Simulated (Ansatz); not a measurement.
**C3H9BrGe: up Jacob's ladder to CCSD(T)**

The task here is to estimate one member of a computed series from the others.

Program: Ansatz 0.2.0, Gaussian basis. Level of theory: functionals in def2-TZVPP, the program's frozen cores in correlated methods. These are calculated values, not measurements.

Levels to be run: LDA (SPW92), PBE-D4, revPBE-D4, BLYP-D4, r2SCAN-D4, B97M-V, PBE0-D4, B3LYP-D4, r2SCANh-D4, r2SCAN0-D4, HSE06-D4, BHLYP-D4, CAM-B3LYP-D4, LC-ωPBE, ωB97X-V, ωB97M-V, B2PLYP, PBE-QIDH; CCSD(T)/def2-SVP; CCSD(T)/def2-TZVPP; MP2/def2-QZVPP; extrapolation to the limit; RPA on PBE.

### The relaxed structure

The geometry comes from an earlier relaxation with PBE0-D4 in a triple-zeta def2 set; it is a stationary point, not always the lowest conformer.

SMILES `[CH3][Ge]([CH3])([CH3])[Br]`, 14 atoms, charge 0, spin multiplicity 1.

Atoms are counted from 1 here; the program's logs count them from 0.

Bond lengths: C1–Ge2 1.946 Å, C1–H6 1.090 Å, C1–H7 1.093 Å, C1–H8 1.090 Å, Ge2–C3 1.946 Å, Ge2–C4 1.946 Å, Ge2–Br5 2.339 Å, C3–H9 1.090 Å, C3–H10 1.090 Å, C3–H11 1.093 Å, C4–H12 1.093 Å, C4–H13 1.090 Å, C4–H14 1.090 Å. Angles: Ge2–C1–H6 110.2°, Ge2–C1–H7 109.9°, Ge2–C1–H8 110.2°, H6–C1–H7 108.9°, H6–C1–H8 108.8°, H7–C1–H8 108.9°, C1–Ge2–C3 112.5°, C1–Ge2–C4 112.5°, C1–Ge2–Br5 106.2°, C3–Ge2–C4 112.5°, C3–Ge2–Br5 106.2°, C4–Ge2–Br5 106.2°, Ge2–C3–H9 110.2°, Ge2–C3–H10 110.2°, Ge2–C3–H11 109.9°, H9–C3–H10 108.8°, H9–C3–H11 108.9°, H10–C3–H11 108.9° and more.

The first run:

Contents of in.yaml:

```yaml
crystal:
  periodic: [false, false, false]
  atoms:
    - {symbol: C, position_ang: [-1.762756, 0.645234, -0.007202]}
    - {symbol: Ge, position_ang: [0.137205, 0.270975, -0.199142]}
    - {symbol: C, position_ang: [1.082166, 0.318062, 1.501322]}
    - {symbol: C, position_ang: [0.478006, -1.364646, -1.196813]}
    - {symbol: Br, position_ang: [1.019282, 2.015199, -1.484467]}
    - {symbol: H, position_ang: [-1.908536, 1.603844, 0.491315]}
    - {symbol: H, position_ang: [-2.238151, -0.138532, 0.587242]}
    - {symbol: H, position_ang: [-2.239167, 0.683028, -0.987157]}
    - {symbol: H, position_ang: [0.924856, 1.278803, 1.992173]}
    - {symbol: H, position_ang: [2.151283, 0.176402, 1.341253]}
    - {symbol: H, position_ang: [0.713747, -0.477046, 2.153798]}
    - {symbol: H, position_ang: [0.089737, -2.224349, -0.645623]}
    - {symbol: H, position_ang: [1.549737, -1.496609, -1.347414]}
    - {symbol: H, position_ang: [-0.010508, -1.319665, -2.170486]}
basis:
  gaussian: {orbitals: def2-TZVPP}
hamiltonian: {xc: lda}
output: {orbitals: {seedname: orbitals}}
```

Launch:

```console
ansatz run in.yaml --threads 2 --pin off --events-out ev --progress --plain --max-ram 32768MiB --backend cuda --devices 0, --max-vram 18GiB
```

Steps of the session up to this table: LDA; PBE-D4 (GGA); revPBE-D4 (GGA); BLYP-D4 (GGA); r2SCAN-D4 (meta-GGA); B97M-V (meta-GGA); PBE0-D4 (hybrid); B3LYP-D4 (hybrid); r2SCANh-D4 (hybrid); r2SCAN0-D4 (hybrid); HSE06-D4 (hybrid); BHLYP-D4 (hybrid); CAM-B3LYP-D4 (range-separated); LC-ωPBE (range-separated); ωB97X-V (range-separated); ωB97M-V (range-separated); B2PLYP (double hybrid); PBE-QIDH (double hybrid).

One table of the session follows, with a row left open; its other results are not shown here.

It belongs to the step «Frontier levels by functional». 

```
  functional  HOMO (eV)  LUMO (eV)  gap (eV)
 LDA (SPW92)      -6.62      -0.75      5.87
      PBE-D4      -6.48      -0.47      6.00
   revPBE-D4      -6.42      -0.37      6.05
     BLYP-D4      -6.31      -0.39      5.92
   r2SCAN-D4      -6.79      -0.16      6.63
      B97M-V      -6.88      -0.05      6.83
     PBE0-D4      -7.73       0.48      8.21
    B3LYP-D4      -7.48       0.20      7.68
  r2SCANh-D4      -7.25       0.16      7.42
  r2SCAN0-D4      -7.94       0.65      8.60
    HSE06-D4          ?          ?         ?
    BHLYP-D4      -8.85       1.33     10.18
CAM-B3LYP-D4      -9.05       1.49     10.55
     LC-ωPBE     -10.44       2.71     13.15
     ωB97X-V     -10.09       2.57     12.66
     ωB97M-V      -9.95       2.15     12.10
```

Q: Estimate the row for HSE06-D4 from the others.

The run gave: HOMO (eV): -7.34; LUMO (eV): 0.11; gap (eV): 7.44. In the column «HOMO (eV)» it lies between B3LYP-D4 (-7.48) and r2SCANh-D4 (-7.25).
